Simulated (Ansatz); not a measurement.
# C3H7NSi: the cost of one run

Computed with Ansatz 0.2.0, driven from Python. The levels of theory stand in the script.

## 1. Starting point

Bond lengths: C1–C2 1.380 Å, C2–C3 1.283 Å, C3–Si4 1.734 Å, C2–N5 1.356 Å, C3–N5 1.378 Å, C1–H6 1.105 Å, C1–H7 1.099 Å, C1–H8 1.141 Å, Si4–H9 1.507 Å, Si4–H10 1.469 Å, Si4–H11 1.409 Å, N5–H12 1.052 Å. Angles (14 of 21 angles, heavy atoms first): C1–C2–C3 158.7°, C1–C2–N5 138.4°, C3–C2–N5 62.9°, C2–C3–Si4 156.6°, C2–C3–N5 61.2°, Si4–C3–N5 141.1°, C2–N5–C3 56.0°, C2–C1–H6 116.1°, C2–C1–H7 113.2°, C2–C1–H8 111.9°, C3–Si4–H9 107.3°, C3–Si4–H10 109.1°, C3–Si4–H11 114.1°, C2–N5–H12 113.1°.

Input file c3h7nsi.xyz:

```xyz
12

C    -1.10940    1.48940    0.85760
C    -0.38090    0.34340    0.61350
C     0.21550   -0.57350   -0.05640
Si    0.88610   -1.33710   -1.46180
N     0.29940   -0.59470    1.31850
H    -0.59670    2.27740    1.43850
H    -2.05440    1.29800    1.38580
H    -1.39230    2.02800   -0.10720
H     0.11030   -2.60820   -1.69400
H     0.64300   -0.48580   -2.63410
H     2.25290   -1.65700   -1.34600
H     1.20350   -0.23530    1.71950
```

## 2. The script

c3h7nsi_methods.py

```python
"""One geometry of C3H7NSi, method by method."""

from pathlib import Path

import ansatz as az
import numpy as np

system = az.Crystal.molecule_from_extxyz("c3h7nsi.xyz")

calc = (
    system.calculation()
    .basis(gaussian="def2-SVP")
    .scf(lower_state_search="light")
)

print("functional    E (Ha)        dipole (D)   HOMO (eV)  LUMO (eV)")
for name in ["cam_b3lyp", "hf", "revpbe", "pbe", "pbe0"]:
    summary = calc.functional(name).forces().orbitals().run(threads=1, pin="off", runs_dir="runs").report
    lines = Path(summary["orbitals_path"]).read_text().splitlines()
    field_of = lambda key: [line.split("=")[1].strip() for line in lines if line.startswith(key)]
    orbitals = [(27.211386 * float(e), s, float(n)) for e, s, n in zip(field_of("Ene="), field_of("Spin="), field_of("Occup="))]
    homo = max(e for e, _, n in orbitals if n > 0.5)
    lumo = min(e for e, _, n in orbitals if n < 0.5)
    dipole = 4.803205 * np.linalg.norm(summary["charge_distribution"]["dipole_moment_e_ang"])
    print(f"{name:10s} {summary['free_energy_ev'] / 27.211386246:14.6f} {dipole:9.3f} {homo:11.3f} {lumo:10.3f}")
```

## 3. Launch

Run with:

```console
$ python c3h7nsi_methods.py
```

What time and memory should one allow on 1 thread of Arm Neoverse V1, shared host?

About 22 s, with a peak of 0.32 GiB.
